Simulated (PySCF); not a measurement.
# U-wB97X/cc-pVDZ run of C2H2FGe (SMILES C#[C][GeH][F])

Aim: the energy change on altering one bond length of C2H2FGe at U-wB97X/cc-pVDZ, from 2 runs. 

Program for the calculation: PySCF 2.14.0.

2 further runs of the same task are left out: 2 set aside as unsound or not needed.

## Step 1: Starting point

C2H2FGe has 6 atoms, charge 0, and is taken as a doublet. As SMILES, `C#[C][GeH][F]`. Geometry: relaxed at PBE0-D4/def2-TZVP.

Bond lengths: C1–C2 1.208 Å, C2–Ge3 1.890 Å, Ge3–F4 1.742 Å, C1–H5 1.066 Å, Ge3–H6 1.546 Å. Angles: C1–C2–Ge3 172.4°, C2–Ge3–F4 106.6°, C2–C1–H5 178.7°, C2–Ge3–H6 112.0°, F4–Ge3–H6 106.4°.

## Step 2: The energy at U-wB97X/cc-pVDZ

File job.py:

```python
from pyscf import gto, dft

mol = gto.Mole()
mol.atom = '''
C     -0.489817     0.140785    -3.342926
C      0.011716     0.065385    -1.117584
Ge     1.249298    -0.039873     2.230633
F     -0.041196    -2.725741     3.627518
H     -0.976799     0.202201    -5.297469
H      0.325978     2.236302     3.812711
'''
mol.spin = 1
mol.unit = 'bohr'
mol.verbose = 3
mol.max_memory = 1860
mol.basis = 'cc-pvdz'
mol.build()

ks = dft.UKS(mol, xc='wb97x')
ks.grids.level = 5
ks.conv_tol = 1e-10
ks.kernel()
if not ks.converged:
    ks = ks.newton().run(ks.mo_coeff, ks.mo_occ)

e_final = ks.e_tot
print('Final energy', e_final)
```

Launch:

```console
OMP_NUM_THREADS=1 python job.py
```

The log of the run:

```text
WARN: HOMO -0.170564828151932 >= LUMO -0.170564828151929

converged SCF energy = -2254.14703135172  <S^2> = 0.75490872  2S+1 = 2.0049027
Final energy -2254.1470313517175
```

Run time: 52 s. Hardware: 1 thread of Arm Neoverse V2, shared host; peak memory 0.43 GiB.

## Step 3: The distorted shape at the same level

File calc.py:

```python
from pyscf import gto, dft

mol = gto.M(
    atom=[
    ('C', (-0.112633, -0.286817, -2.020137)),
    ('C', (0.152767, -0.326717, -0.842537)),
    ('Ge', (0.807667, -0.382417, 0.929263)),
    ('F', (0.124767, -1.803717, 1.668463)),
    ('H', (-0.370333, -0.254317, -3.054437)),
    ('H', (0.172500, 1.183400, 2.017600)),
],
    charge=0,
    spin=1,
    max_memory=1860,
    verbose=4,
    basis='cc-pvdz',
)

myscf = dft.UKS(mol, xc='wb97x')
myscf.grids.level = 5
myscf.conv_tol = 1e-10
myscf.kernel()
if not myscf.converged:
    myscf = myscf.newton().run(myscf.mo_coeff, myscf.mo_occ)

e_final = myscf.e_tot
print('E(%s) = %.9f' % ('WB97X', e_final))
```

Launch:

```console
OMP_NUM_THREADS=1 python calc.py
```

The log of the run:

```text
PySCF version 2.14.0

[INPUT] num. atoms = 6
[INPUT] num. electrons = 55
[INPUT] charge = 0
[INPUT] spin (= nelec alpha-beta = 2S) = 1
[INPUT] symmetry False subgroup None
[INPUT] Mole.unit = angstrom
[INPUT] Symbol           X                Y                Z      unit          X                Y                Z       unit  Magmom
[INPUT]  1 C     -0.112633000000  -0.286817000000  -2.020137000000 AA   -0.212845522588  -0.542005577869  -3.817505664100 Bohr   0.0
[INPUT]  2 C      0.152767000000  -0.326717000000  -0.842537000000 AA    0.288687790871  -0.617405650240  -1.592164179813 Bohr   0.0
[INPUT]  3 Ge     0.807667000000  -0.382417000000   0.929263000000 AA    1.526269429849  -0.722663395378   1.756052567692 Bohr   0.0
[INPUT]  4 F      0.124767000000  -1.803717000000   1.668463000000 AA    0.235775459384  -3.408531136222   3.152938118970 Bohr   0.0
[INPUT]  5 H     -0.370333000000  -0.254317000000  -3.054437000000 AA   -0.699827944889  -0.480589478821  -5.772049394738 Bohr   0.0
[INPUT]  6 H      0.172500000000   1.183400000000   2.017600000000 AA    0.325977756487   2.236301895810   3.812711428922 Bohr   0.0

nuclear repulsion = 228.106975304718
number of shells = 27
number of NR pGTOs = 169
number of NR cGTOs = 79
basis = cc-pvdz
ecp = {}

******** <class 'pyscf.dft.uks.UKS'> ********
method = UKS
initial guess = minao
damping factor = 0
level_shift factor = 0
DIIS = <class 'pyscf.scf.diis.CDIIS'>
diis_start_cycle = 1
diis_space = 8
diis_damp = 0
SCF conv_tol = 1e-10
SCF conv_tol_grad = None
SCF max_cycles = 50
direct_scf = True
direct_scf_tol = 1e-13
number electrons alpha = 28  beta = 27
XC library pyscf.dft.libxc version 7.0.0
    S. Lehtola, C. Steigemann, M. J.T. Oliveira, and M. A.L. Marques.,  SoftwareX 7, 1–5 (2018)
XC functionals = wb97x
radial grids:
    Treutler-Ahlrichs [JCP 102, 346 (1995); DOI:10.1063/1.469408] (M4) radial grids

becke partition: Becke, JCP 88, 2547 (1988); DOI:10.1063/1.454033
pruning grids: <function nwchem_prune>
grids dens level: 5
symmetrized grids: False
atomic radii adjust function: <function treutler_atomic_radii_adjust>
small_rho_cutoff = 0
Set gradient conv threshold to 1e-05
tot grids = 221656
init E= -2253.65854319454
[... the frontier-level lines of each cycle are left out ...]


cycle= 1 E= -2254.01583994724  delta_E= -0.357  |g|= 0.467  |ddm|= 1.69
cycle= 2 E= -2253.99122262208  delta_E= 0.0246  |g|= 0.611  |ddm|= 0.751
cycle= 3 E= -2254.11224469447  delta_E= -0.121  |g|= 0.0437  |ddm|= 0.386
cycle= 4 E= -2254.11365411245  delta_E= -0.00141  |g|= 0.02  |ddm|= 0.0826
cycle= 5 E= -2254.11402791288  delta_E= -0.000374  |g|= 0.0091  |ddm|= 0.0424
cycle= 6 E= -2254.11410479164  delta_E= -7.69e-05  |g|= 0.00455  |ddm|= 0.0151
cycle= 7 E= -2254.11413512578  delta_E= -3.03e-05  |g|= 0.00153  |ddm|= 0.00935
cycle= 8 E= -2254.11414288003  delta_E= -7.75e-06  |g|= 0.00076  |ddm|= 0.0052
cycle= 9 E= -2254.11414547221  delta_E= -2.59e-06  |g|= 0.000421  |ddm|= 0.00308
cycle= 10 E= -2254.11414656081  delta_E= -1.09e-06  |g|= 0.000174  |ddm|= 0.00252
cycle= 11 E= -2254.11414676156  delta_E= -2.01e-07  |g|= 7.43e-05  |ddm|= 0.00121
cycle= 12 E= -2254.11414678326  delta_E= -2.17e-08  |g|= 3.93e-05  |ddm|= 0.000386
cycle= 13 E= -2254.11414678656  delta_E= -3.3e-09  |g|= 1.43e-05  |ddm|= 0.000129
cycle= 14 E= -2254.1141467872  delta_E= -6.38e-10  |g|= 7.34e-06  |ddm|= 5.49e-05
cycle= 15 E= -2254.11414678738  delta_E= -1.8e-10  |g|= 5.09e-06  |ddm|= 2.09e-05
cycle= 16 E= -2254.11414678742  delta_E= -4.32e-11  |g|= 2.88e-06  |ddm|= 1.29e-05
Extra cycle  E= -2254.11414678745  delta_E= -2.82e-11  |g|= 2.86e-06  |ddm|= 4.99e-06
converged SCF energy = -2254.11414678745  <S^2> = 0.76706085  2S+1 = 2.0169887
E(WB97X) = -2254.114146787
```

Wall time 51 s (1 thread of Arm Neoverse V2, shared host); peak memory 0.43 GiB.

## Step 4: Results

Level: U-wB97X/cc-pVDZ.

| quantity | value |
| --- | --- |
| first shape: total energy | -2254.14703 Eh |
| first shape: dipole moment | 2.24 D |
| first shape: HOMO energy (highest over α and β) | -8.75 eV |
| first shape: LUMO energy (lowest over α and β) | -1.82 eV |
| first shape: ⟨S²⟩ | 0.755 |
| distorted shape: total energy | -2254.11415 Eh |
| distorted shape: dipole moment | 2.35 D |
| distorted shape: HOMO energy (highest over α and β) | -8.95 eV |
| distorted shape: LUMO energy (lowest over α and β) | -2.04 eV |
| distorted shape: ⟨S²⟩ | 0.767 |
| energy change with the Ge3–H6 bond stretched from 1.546 to 2.010 Å | 0.895 eV |

**Reading.** With the Ge3–H6 bond stretched from 1.546 to 2.010 Å the energy rises by 0.89 eV (86.3 kJ/mol). The first shape isn't relaxed at this level, so the change isn't measured from a minimum. Mulliken charges (first shape) run from -0.36 on F4 to +0.50 on Ge3. Mulliken charges (distorted shape) run from -0.35 on F4 to +0.50 on Ge3; they depend strongly on the basis.
